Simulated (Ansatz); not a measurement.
# Alloy of InP and GaP (48 of 64 In sites exchanged), 128 atoms

How does this alloy cell relax, and what gap do PBEsol and HSE06 with spin–orbit coupling give?

All numbers are computed with Ansatz 0.2.0 (PAW, plane waves).

## 1. Starting point

128 atoms (48 Ga, 16 In, 64 P); a = 15.693 Å, b = 15.693 Å, c = 15.693 Å, α = 60.00°, β = 60.00°, γ = 60.00°. All atoms were shaken off their sites by about 0.02 Å along each axis; atoms next to an added one may be pushed further to make room.

The runs, in order: (2) PBEsol cell relaxation at the single k point (½, ½, ½), on 1 × NVIDIA GB200 with 8 threads of Arm Neoverse-V2; (3) HSE06 with spin–orbit coupling single point at the Γ point alone, on 1 × NVIDIA GB200 with 8 threads of Arm Neoverse-V2.

## 2. Relaxing cell and atoms with PBEsol

File in.yaml:

```yaml
crystal:
  lattice:
    - [0.000000, 11.096737, 11.096737]
    - [11.096737, 0.000000, 11.096737]
    - [11.096737, 11.096737, 0.000000]
  atoms:
    - { symbol: Ga, position: [0.997226, 0.998111, 0.000479] }
    - { symbol: Ga, position: [0.498415, 0.002422, 0.000782] }
    - { symbol: Ga, position: [0.999815, 0.501317, 0.999542] }
    - { symbol: Ga, position: [0.252230, 0.248281, 0.249723] }
    - { symbol: Ga, position: [0.497601, 0.499526, 0.000490] }
    - { symbol: Ga, position: [0.497775, 0.002266, 0.499208] }
    - { symbol: Ga, position: [0.749517, 0.249439, 0.249237] }
    - { symbol: Ga, position: [0.249564, 0.751942, 0.249957] }
    - { symbol: Ga, position: [0.248264, 0.249958, 0.748868] }
    - { symbol: Ga, position: [0.500068, 0.501073, 0.498829] }
    - { symbol: Ga, position: [0.748725, 0.748786, 0.251127] }
    - { symbol: Ga, position: [0.253102, 0.747639, 0.747856] }
    - { symbol: Ga, position: [0.751621, 0.750238, 0.746909] }
    - { symbol: Ga, position: [0.249940, 0.249762, 0.999623] }
    - { symbol: Ga, position: [0.499891, 0.999334, 0.249912] }
    - { symbol: Ga, position: [0.749425, 0.247422, 0.001914] }
    - { symbol: Ga, position: [0.502216, 0.498044, 0.249090] }
    - { symbol: Ga, position: [0.749441, 0.748477, 0.000376] }
    - { symbol: Ga, position: [0.498302, 0.000708, 0.750749] }
    - { symbol: Ga, position: [0.997478, 0.501458, 0.749965] }
    - { symbol: Ga, position: [0.249143, 0.750956, 0.500166] }
    - { symbol: Ga, position: [0.500141, 0.497466, 0.750498] }
    - { symbol: Ga, position: [0.752136, 0.749487, 0.499477] }
    - { symbol: Ga, position: [0.000181, 0.249994, 0.000060] }
    - { symbol: Ga, position: [0.251650, 0.999658, 0.247130] }
    - { symbol: Ga, position: [0.502817, 0.249899, 0.996881] }
    - { symbol: Ga, position: [0.748557, 0.999578, 0.251376] }
    - { symbol: Ga, position: [0.998884, 0.747094, 0.000793] }
    - { symbol: Ga, position: [0.499339, 0.752090, 0.999268] }
    - { symbol: Ga, position: [0.250774, 0.999580, 0.746393] }
    - { symbol: Ga, position: [0.498884, 0.250800, 0.500413] }
    - { symbol: Ga, position: [0.750440, 0.497312, 0.252496] }
    - { symbol: Ga, position: [0.746465, 0.001222, 0.750364] }
    - { symbol: Ga, position: [0.250494, 0.499865, 0.750662] }
    - { symbol: Ga, position: [0.501093, 0.749214, 0.500574] }
    - { symbol: Ga, position: [0.750072, 0.499437, 0.751487] }
    - { symbol: Ga, position: [0.248040, 0.002042, 0.997204] }
    - { symbol: Ga, position: [0.748240, 0.001127, 0.000751] }
    - { symbol: Ga, position: [0.247932, 0.503006, 0.997742] }
    - { symbol: Ga, position: [0.500176, 0.250663, 0.249329] }
    - { symbol: Ga, position: [0.752363, 0.499425, 0.998760] }
    - { symbol: Ga, position: [0.751389, 0.000638, 0.498757] }
    - { symbol: Ga, position: [0.001575, 0.247857, 0.750161] }
    - { symbol: Ga, position: [0.251540, 0.497944, 0.498327] }
    - { symbol: Ga, position: [0.497236, 0.753993, 0.250041] }
    - { symbol: Ga, position: [0.501038, 0.249271, 0.747769] }
    - { symbol: Ga, position: [0.998134, 0.751269, 0.748754] }
    - { symbol: Ga, position: [0.496944, 0.748957, 0.752428] }
    - { symbol: In, position: [0.001225, 0.001161, 0.498981] }
    - { symbol: In, position: [0.002193, 0.499129, 0.498973] }
    - { symbol: In, position: [0.749215, 0.251495, 0.749764] }
    - { symbol: In, position: [0.999988, 0.999181, 0.250181] }
    - { symbol: In, position: [0.000381, 0.500376, 0.250254] }
    - { symbol: In, position: [0.250509, 0.747406, 0.003359] }
    - { symbol: In, position: [0.999224, 0.999549, 0.750701] }
    - { symbol: In, position: [0.251386, 0.248263, 0.499058] }
    - { symbol: In, position: [0.748842, 0.250023, 0.500450] }
    - { symbol: In, position: [0.001898, 0.249529, 0.501102] }
    - { symbol: In, position: [0.250501, 0.498018, 0.251364] }
    - { symbol: In, position: [0.997616, 0.747635, 0.501911] }
    - { symbol: In, position: [0.999655, 0.248554, 0.248640] }
    - { symbol: In, position: [0.250150, 0.000609, 0.501745] }
    - { symbol: In, position: [0.999077, 0.750963, 0.248919] }
    - { symbol: In, position: [0.750521, 0.500894, 0.499693] }
    - { symbol: P, position: [0.064260, 0.062580, 0.063188] }
    - { symbol: P, position: [0.563484, 0.062234, 0.063435] }
    - { symbol: P, position: [0.061573, 0.564717, 0.060832] }
    - { symbol: P, position: [0.063632, 0.061865, 0.562609] }
    - { symbol: P, position: [0.309597, 0.311805, 0.315352] }
    - { symbol: P, position: [0.560671, 0.564808, 0.062054] }
    - { symbol: P, position: [0.562474, 0.063311, 0.562526] }
    - { symbol: P, position: [0.812962, 0.311187, 0.313314] }
    - { symbol: P, position: [0.064334, 0.560682, 0.563087] }
    - { symbol: P, position: [0.311723, 0.812117, 0.312768] }
    - { symbol: P, position: [0.315117, 0.310965, 0.812278] }
    - { symbol: P, position: [0.561707, 0.563063, 0.563736] }
    - { symbol: P, position: [0.810747, 0.814865, 0.313088] }
    - { symbol: P, position: [0.815014, 0.311164, 0.812628] }
    - { symbol: P, position: [0.309853, 0.813127, 0.815415] }
    - { symbol: P, position: [0.812265, 0.810792, 0.814709] }
    - { symbol: P, position: [0.061948, 0.063692, 0.313723] }
    - { symbol: P, position: [0.311167, 0.313008, 0.062740] }
    - { symbol: P, position: [0.563013, 0.059998, 0.314902] }
    - { symbol: P, position: [0.813280, 0.310482, 0.064492] }
    - { symbol: P, position: [0.065575, 0.562414, 0.310256] }
    - { symbol: P, position: [0.311816, 0.813378, 0.061851] }
    - { symbol: P, position: [0.059237, 0.064494, 0.813451] }
    - { symbol: P, position: [0.309911, 0.315055, 0.562198] }
    - { symbol: P, position: [0.562922, 0.562016, 0.312392] }
    - { symbol: P, position: [0.812302, 0.813042, 0.062729] }
    - { symbol: P, position: [0.561781, 0.064128, 0.811348] }
    - { symbol: P, position: [0.814162, 0.313346, 0.560859] }
    - { symbol: P, position: [0.065302, 0.561691, 0.812561] }
    - { symbol: P, position: [0.311332, 0.814415, 0.562068] }
    - { symbol: P, position: [0.561389, 0.564106, 0.813678] }
    - { symbol: P, position: [0.812668, 0.812873, 0.561715] }
    - { symbol: P, position: [0.062545, 0.312008, 0.062957] }
    - { symbol: P, position: [0.311544, 0.064154, 0.312476] }
    - { symbol: P, position: [0.560886, 0.311200, 0.063793] }
    - { symbol: P, position: [0.814288, 0.062343, 0.309276] }
    - { symbol: P, position: [0.062206, 0.811565, 0.063048] }
    - { symbol: P, position: [0.060928, 0.313855, 0.562401] }
    - { symbol: P, position: [0.313963, 0.560489, 0.311917] }
    - { symbol: P, position: [0.561402, 0.813286, 0.063712] }
    - { symbol: P, position: [0.312800, 0.062473, 0.814208] }
    - { symbol: P, position: [0.564381, 0.311662, 0.561979] }
    - { symbol: P, position: [0.812922, 0.563056, 0.313218] }
    - { symbol: P, position: [0.811384, 0.063070, 0.810690] }
    - { symbol: P, position: [0.063606, 0.812648, 0.562998] }
    - { symbol: P, position: [0.314280, 0.560384, 0.812642] }
    - { symbol: P, position: [0.563666, 0.811665, 0.561261] }
    - { symbol: P, position: [0.812916, 0.561975, 0.811910] }
    - { symbol: P, position: [0.312426, 0.061452, 0.063495] }
    - { symbol: P, position: [0.812508, 0.064214, 0.060018] }
    - { symbol: P, position: [0.065023, 0.310571, 0.310041] }
    - { symbol: P, position: [0.310143, 0.560447, 0.064733] }
    - { symbol: P, position: [0.308861, 0.061423, 0.562370] }
    - { symbol: P, position: [0.561648, 0.313662, 0.314064] }
    - { symbol: P, position: [0.813543, 0.565252, 0.059928] }
    - { symbol: P, position: [0.811993, 0.061386, 0.563208] }
    - { symbol: P, position: [0.062204, 0.812846, 0.312328] }
    - { symbol: P, position: [0.059342, 0.314583, 0.813417] }
    - { symbol: P, position: [0.313891, 0.563342, 0.561304] }
    - { symbol: P, position: [0.562291, 0.812955, 0.311030] }
    - { symbol: P, position: [0.563859, 0.311726, 0.812372] }
    - { symbol: P, position: [0.813065, 0.561839, 0.563300] }
    - { symbol: P, position: [0.065222, 0.810980, 0.810792] }
    - { symbol: P, position: [0.562677, 0.813437, 0.813238] }
kpoints:
  mp_grid: { grid: [1, 1, 1], shift: [0.5, 0.5, 0.5] }
hamiltonian:
  xc: pbesol
scf:
  occupations: { method: fermi_dirac, width: 0.01 }
relax:
  f_tol: 0.03
  max_steps: 80
  escape_saddle: false
  adjacent_minimum: "off"
  cell: { fix: [shape] }
output:
  forces: true
  eigenvalues: true
  populations: true
```

Command:

```sh
$ ansatz run in.yaml --threads 8 --pin off --max-ram 118750MiB --runs-dir r --events-out ev --progress --plain --backend cuda --devices 0, --max-vram 170GiB
```

The runs that follow: Single point with HSE06 with spin–orbit coupling.

**Question.** What will these runs give? Wanted: for each run, top filled to lowest empty.

As calculated:

```
                         level          time   k points  top filled to lowest empty (eV)
            PBEsol, relaxation   7.9 s (GPU)  (½, ½, ½)                             1.58
HSE06 with spin–orbit coupling  23 min (GPU)          Γ                             2.16
```

| quantity | value |
| --- | --- |
| relaxation | 5 recorded steps, 5.72 eV gained |
| largest shift | 0.23 Å (P117) |
| relaxed cell | a = 15.698 Å, b = 15.698 Å, c = 15.698 Å, α = 60.00°, β = 60.00°, γ = 60.00° |
| mean bonds | Ga–P 2.374, In–P 2.498 Å |

The relaxation lowers the energy by 5.72 eV; the largest shift is 0.23 Å (P117), while the volume changes by +0.1 %. Part of this undoes the random shake of the start. The mean lengths of the listed bonds run from Ga–P 2.37 Å to In–P 2.50 Å. The relaxation ran on other k points, so part of any difference from the later rows can come from the mesh. With one k point the spacing samples only the states that fold onto it, so it can exceed the gap over the zone.
